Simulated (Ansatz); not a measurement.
# Li+ with H2O2: superposition error and deformation, part 2 of 2

Ansatz 0.2.0, Gaussian basis.

## Step 11: B3LYP-D4/def2-TZVPPD

The input, free-b/in.yaml:

```yaml
crystal:
  periodic: [false, false, false]
  atoms:
    - {symbol: O, position_ang: [-0.484625, 0.500908, 0.219634]}
    - {symbol: O, position_ang: [0.520221, -0.503314, 0.100094]}
    - {symbol: H, position_ang: [-1.112533, 0.065099, 0.808535]}
    - {symbol: H, position_ang: [1.263017, -0.075371, 0.542945]}
basis:
  gaussian: {orbitals: "def2-TZVPPD.json"}
hamiltonian: {xc: {name: B3LYP}, dispersion: d4}
```

Command:

```bash
ansatz run in.yaml --threads 2 --pin off --events-out ev --progress --plain --max-ram 5222MiB
```

The program printed:

```text
Functional definition: B3LYP
  name "B3LYP"
  cite "Stephens, Devlin, Chabalowski & Frisch, J. Phys. Chem. 98, 11623 (1994) doi:10.1021/j100096a001"
  cite "Becke, Phys. Rev. A 38, 3098 (1988) doi:10.1103/PhysRevA.38.3098"
  cite "Lee, Yang & Parr, Phys. Rev. B 37, 785 (1988) doi:10.1103/PhysRevB.37.785"
  cite "Vosko, Wilk & Nusair, Can. J. Phys. 58, 1200 (1980) doi:10.1139/p80-159"
  parameter a0 = 0.2
  parameter ax = 0.72
  parameter ac = 0.81
  exchange = (1 - a0 - ax)*slater_x + ax*b88_x + a0*exact_x
  correlation = (1 - ac)*vwn_rpa_c + ac*lyp_c
486 factors; their error is unknown
mean field evaluation 1: about -4122.9795 eV, gradient 4.2e1 eV
mean field evaluation 2: about -4120.0569 eV, gradient 5.9e1 eV
mean field evaluation 4: about -4125.8765 eV, gradient 4.8e-1 eV
mean field evaluation 8: about -4125.8814 eV, gradient 2.5e-3 eV
mean field -4125.88136787 eV, -151.6233436462 hartree, gradient 1.1e-5 eV, S^2 0.000000; 0 other end points of the search recorded, 0 dependent functions left out
reference -4125.88158789 eV, -151.6233517321 hartree; 9, 9 occupied and 105, 105 virtual orbitals, 486 factors
Total energy: -4125.91080991 eV, -151.6244256213 hartree
```

Run time: 0.95 s. Hardware: 2 threads of Intel Xeon Platinum 8488C, shared host.

## Step 12: wB97X-V/def2-TZVPPD

Changes to free-b/in.yaml since step 11:

```diff
@@ -9,2 +9,2 @@
   gaussian: {orbitals: "def2-TZVPPD.json"}
-hamiltonian: {xc: {name: B3LYP}, dispersion: d4}
+hamiltonian: {xc: {name: wB97X-V}}
```

Command:

```bash
ansatz run in.yaml --threads 2 --pin off --events-out ev --progress --plain --max-ram 5222MiB
```

The program printed, shortened:

```text
[... 5 set-up lines as earlier in the session ...]
[...]
      + integral(e_c_pw_opposite_spin*poly(b97_u_opposite, cos0, cos1)) + vv10(b, c)
486 factors; their error is unknown
156 factors; integrals over basis functions are off by at most 3.2e-5 eV
[...]
mean field -4124.33736186 eV, -151.5666024719 hartree, gradient 3.7e-5 eV, S^2 0.000000; 0 other end points of the search recorded, 0 dependent functions left out
reference -4124.33735948 eV, -151.5666023847 hartree; 9, 9 occupied and 105, 105 virtual orbitals, 486 factors
Total energy: -4124.33735948 eV, -151.5666023847 hartree
```

Run time: 2.8 s. Hardware: 2 threads of Intel Xeon Platinum 8488C, shared host.

## Step 13: wB97M-V/def2-TZVPPD

Changes to free-b/in.yaml since step 12:

```diff
@@ -9,2 +9,2 @@
   gaussian: {orbitals: "def2-TZVPPD.json"}
-hamiltonian: {xc: {name: wB97X-V}}
+hamiltonian: {xc: {name: wB97M-V}}
```

Command:

```bash
ansatz run in.yaml --threads 2 --pin off --events-out ev --progress --plain --max-ram 5222MiB
```

The program printed, shortened:

```text
[... 5 set-up lines as earlier in the session ...]
  # Of w^i u^j: cxij and so on, Table III.
[...]
  gx(w, u) = 1 - cx + cx01*u + cx10*w
  gss(w, u) = css00 + css04*u^4 + css10*w + css20*w^2 + css43*w^4*u^3
  gos(w, u) = cos00 + cos10*w + (cos20 + cos21*u)*w^2 + (cos60 + cos61*u)*w^6
[...]
      + integral(e_c_pw_mod_opposite_spin*gos(b97_w_opposite, b97_u_opposite)) + vv10(b, c)
486 factors; their error is unknown
156 factors; integrals over basis functions are off by at most 3.2e-5 eV
[...]
mean field -4124.53108432 eV, -151.5737216412 hartree, gradient 4.4e-5 eV, S^2 0.000000; 0 other end points of the search recorded, 0 dependent functions left out
reference -4124.53114247 eV, -151.5737237781 hartree; 9, 9 occupied and 105, 105 virtual orbitals, 486 factors
Total energy: -4124.53114247 eV, -151.5737237781 hartree
```

Wall time 2.1 s (2 threads of Intel Xeon Platinum 8488C, shared host).

## Step 14: B2PLYP/def2-TZVPPD

Changes to free-b/in.yaml since step 13:

```diff
@@ -9,2 +9,2 @@
   gaussian: {orbitals: "def2-TZVPPD.json"}
-hamiltonian: {xc: {name: wB97M-V}}
+hamiltonian: {xc: {name: B2PLYP}}
```

Command:

```bash
ansatz run in.yaml --threads 2 --pin off --events-out ev --progress --plain --max-ram 5222MiB
```

The program printed, shortened:

```text
[... 5 set-up lines as earlier in the session ...]
[...]
681 factors; integrals over basis functions are off by at most 6.1e-4 eV
[...]
mean field -4118.77695076 eV, -151.3622611331 hartree, gradient 4.3e-6 eV, S^2 0.000000; 0 other end points of the search recorded, 0 dependent functions left out
2 core orbitals not correlated: weight in the atoms' cores, before any rotation towards them, 1.000 or more for the frozen orbitals, at most 0.000 for the correlated occupied ones
reference -4118.77708654 eV, -151.3622661230 hartree; 7, 7 occupied and 105, 105 virtual orbitals, 681 factors
second order -16.27182294 eV of doubles, -0.00000000 eV of singles
Total energy: -4123.17047873 eV, -151.5237203082 hartree
```

It took 1.7 s on 2 threads of Intel Xeon Platinum 8488C, shared host.

## Step 15: BLYP-D4/def2-TZVPPD

Changes to free-b/in.yaml since step 14:

```diff
@@ -9,2 +9,2 @@
   gaussian: {orbitals: "def2-TZVPPD.json"}
-hamiltonian: {xc: {name: B2PLYP}}
+hamiltonian: {xc: {name: BLYP}, dispersion: d4}
```

Command:

```bash
ansatz run in.yaml --threads 2 --pin off --events-out ev --progress --plain --max-ram 5222MiB
```

The program printed:

```text
Functional definition: BLYP
  name "BLYP"
[... 2 set-up lines as earlier in the session ...]
  parameter beta = 0.0042
  parameter a = 0.04918
  parameter b = 0.132
  parameter c = 0.2533
  parameter d = 0.349
  exchange = b88_x(beta = beta)
  correlation = lyp_c(a = a, b = b, c = c, d = d)
486 factors; their error is unknown
mean field evaluation 1: about -4121.1855 eV, gradient 5.1e1 eV
mean field evaluation 2: about -4108.5060 eV, gradient 9.8e1 eV
mean field evaluation 4: about -4125.4043 eV, gradient 1.8e0 eV
mean field evaluation 8: about -4125.3985 eV, gradient 2.4e-2 eV
mean field evaluation 16: about -4125.3985 eV, gradient 7.4e-6 eV
mean field -4125.39845887 eV, -151.6055970679 hartree, gradient 7.4e-6 eV, S^2 0.000000; 0 other end points of the search recorded, 0 dependent functions left out
reference -4125.39875139 eV, -151.6056078180 hartree; 9, 9 occupied and 105, 105 virtual orbitals, 486 factors
Total energy: -4125.44254325 eV, -151.6072171392 hartree
```

Wall time 1.1 s (2 threads of Intel Xeon Platinum 8488C, shared host).

## Step 16: revPBE-D4/def2-TZVPPD

Changes to free-b/in.yaml since step 15:

```diff
@@ -9,2 +9,2 @@
   gaussian: {orbitals: "def2-TZVPPD.json"}
-hamiltonian: {xc: {name: BLYP}, dispersion: d4}
+hamiltonian: {xc: {name: revPBE}, dispersion: d4}
```

Command:

```bash
ansatz run in.yaml --threads 2 --pin off --events-out ev --progress --plain --max-ram 5222MiB
```

The program printed, shortened:

```text
Functional definition: revPBE
  name "revPBE"
  cite "Zhang & Yang, Phys. Rev. Lett. 80, 890 (1998) doi:10.1103/PhysRevLett.80.890"
[... 1 set-up line as earlier in the session ...]
  parameter kappa = 1.245
[... 3 set-up lines as earlier in the session ...]
486 factors; their error is unknown
mean field evaluation 1: about -4121.1434 eV, gradient 4.7e1 eV
mean field evaluation 2: about -4112.0931 eV, gradient 8.4e1 eV
mean field evaluation 4: about -4124.7291 eV, gradient 1.4e0 eV
mean field evaluation 8: about -4124.7217 eV, gradient 2.4e-2 eV
mean field evaluation 16: about -4124.7217 eV, gradient 1.1e-5 eV
mean field -4124.72168138 eV, -151.5807259540 hartree, gradient 1.1e-5 eV, S^2 0.000000; 0 other end points of the search recorded, 0 dependent functions left out
reference -4124.72174144 eV, -151.5807281613 hartree; 9, 9 occupied and 105, 105 virtual orbitals, 486 factors
Total energy: -4124.80352362 eV, -151.5837336008 hartree
```

Wall time 0.85 s (2 threads of Intel Xeon Platinum 8488C, shared host).

## Step 17: B97M-V/def2-TZVPPD

Changes to free-b/in.yaml since step 16:

```diff
@@ -9,2 +9,2 @@
   gaussian: {orbitals: "def2-TZVPPD.json"}
-hamiltonian: {xc: {name: revPBE}, dispersion: d4}
+hamiltonian: {xc: {name: B97M-V}}
```

Command:

```bash
ansatz run in.yaml --threads 2 --pin off --events-out ev --progress --plain --max-ram 5222MiB
```

The program printed, shortened:

```text
[... 5 set-up lines as earlier in the session ...]
  # Of w^i u^j: cxij and so on, Table III.
[...]
  gx(w, u) = cx00 + cx01*u + cx02*u^2 + (cx10 + cx11*u)*w
  gss(w, u) = css00 + css02*u^2 + css10*w + (css32*w^3 + css42*w^4)*u^2
  gos(w, u) = cos00 + cos01*u + cos03*u^3 + cos10*w + cos32*w^3*u^2
[...]
      + integral(e_c_pw_mod_opposite_spin*gos(b97_w_opposite, b97_u_opposite)) + vv10(b, c)
486 factors; their error is unknown
[...]
mean field -4124.44054615 eV, -151.5703944246 hartree, gradient 7.7e-5 eV, S^2 0.000000; 0 other end points of the search recorded, 0 dependent functions left out
reference -4124.44061667 eV, -151.5703970164 hartree; 9, 9 occupied and 105, 105 virtual orbitals, 486 factors
Total energy: -4124.44061667 eV, -151.5703970164 hartree
```

Run time: 2 s. Hardware: 2 threads of Intel Xeon Platinum 8488C, shared host.

## Step 18: HSE06-D4/def2-TZVPPD

Changes to free-b/in.yaml since step 17:

```diff
@@ -9,2 +9,2 @@
   gaussian: {orbitals: "def2-TZVPPD.json"}
-hamiltonian: {xc: {name: B97M-V}}
+hamiltonian: {xc: hse06, dispersion: d4}
```

Command:

```bash
ansatz run in.yaml --threads 2 --pin off --events-out ev --progress --plain --max-ram 5222MiB
```

The program printed, shortened:

```text
Functional definition: HSE06
  name "HSE06"
  cite "Heyd, Scuseria & Ernzerhof, J. Chem. Phys. 118, 8207 (2003) doi:10.1063/1.1564060"
  cite "Krukau, Vydrov, Izmaylov & Scuseria, J. Chem. Phys. 125, 224106 (2006) doi:10.1063/1.2404663"
  cite "Heyd & Scuseria, J. Chem. Phys. 120, 7274 (2004) doi:10.1063/1.1668634"
  cite "Ernzerhof & Perdew, J. Chem. Phys. 109, 3313 (1998) doi:10.1063/1.476928"
[... 2 set-up lines as earlier in the session ...]
[...]
  # The whole range is PBE's own exchange, as in plane waves. The composition of these papers is wPBEh.
[...]
486 factors; their error is unknown
47 factors; integrals over basis functions are off by at most 1.2e-5 eV
[...]
mean field -4121.26423854 eV, -151.4536672731 hartree, gradient 6.4e-5 eV, S^2 0.000000; 0 other end points of the search recorded, 0 dependent functions left out
reference -4121.26428724 eV, -151.4536690627 hartree; 9, 9 occupied and 105, 105 virtual orbitals, 486 factors
Total energy: -4121.27759466 eV, -151.4541581014 hartree
```

Run time: 1.5 s. Hardware: 2 threads of Intel Xeon Platinum 8488C, shared host.

## Step 19: CCSD(T)/def2-TZVPPD

Changes to free-b/in.yaml since step 18:

```diff
@@ -9,2 +9,2 @@
   gaussian: {orbitals: "def2-TZVPPD.json"}
-hamiltonian: {xc: hse06, dispersion: d4}
+correlation: {method: ccsd_t}
```

Command:

```bash
ansatz run in.yaml --threads 2 --pin off --events-out ev --progress --plain --max-ram 5222MiB
```

The program printed, shortened:

```text
[... 4 set-up lines as earlier in the session ...]
[...]
681 factors; integrals over basis functions are off by at most 6.1e-4 eV
[...]
mean field -4104.75123225 eV, -150.8468254848 hartree, gradient 1.8e-6 eV, S^2 0.000000; 0 other end points of the search recorded, 0 dependent functions left out
2 core orbitals not correlated: weight in the atoms' cores, before any rotation towards them, 1.000 or more for the frozen orbitals, at most 0.000 for the correlated occupied ones
reference -4104.75123225 eV, -150.8468254848 hartree; 7, 7 occupied and 105, 105 virtual orbitals, 681 factors
second order -13.50799047 eV of doubles, -0.00000000 eV of singles
cycle   1  -13.32052127 eV  change    1.9e-1 eV  update   7.3e-2
[...]
cycle  12  -13.72028672 eV  change    1.5e-6 eV  update   2.7e-6
perturbative correction -0.50521596 eV, -0.0185663441 hartree
Total energy: -4118.97673493 eV, -151.3696030658 hartree
```

It took 4.6 s on 2 threads of Intel Xeon Platinum 8488C, shared host; peak memory 0.38 GiB.

## Step 20: The split

```tsv
method	interaction with counterpoise (kJ/mol)	without	superposition error	deformation	binding energy
PBE-D4	-144.29	-144.49	0.20	0.44	-143.85
revPBE-D4	-139.02	-139.27	0.24	0.21	-138.81
BLYP-D4	-144.06	-144.31	0.25	-0.21	-144.26
r2SCAN-D4	-140.83	-140.98	0.14	1.50	-139.33
B97M-V	-142.38	-142.49	0.10	1.85	-140.54
PBE0-D4	-147.17	-147.32	0.15	1.93	-145.24
B3LYP-D4	-147.84	-148.03	0.19	1.14	-146.70
HSE06-D4	-147.14	-147.29	0.15	1.92	-145.22
wB97X-V	-144.00	-144.20	0.20	1.71	-142.30
wB97M-V	-145.09	-145.32	0.23	1.73	-143.36
B2PLYP	-145.74	-146.33	0.59	1.59	-144.15
Hartree-Fock	-144.83	-144.90	0.08	3.69	-141.13
MP2	-139.57	-141.11	1.54	2.22	-137.35
CCSD	-139.75	-141.37	1.62	2.14	-137.61
CCSD(T)	-138.63	-140.37	1.74	1.77	-136.86
```

## Step 21: Summary of results

What follows sums up all 2 parts.

```
            quantity           value
interaction, CCSD(T)  -138.63 kJ/mol
 superposition error     1.74 kJ/mol
         deformation     1.77 kJ/mol
      binding energy  -136.86 kJ/mol
```

In words: In this basis the superposition error is 1.74 kJ/mol for CCSD(T) and 0.19 kJ/mol on average for the plain functionals: correlated methods borrow far more, since they need many more functions to converge. Deformation takes back 1 % of the interaction. The free shapes are PBE0-D4 minima, so other methods can show a small negative deformation energy.
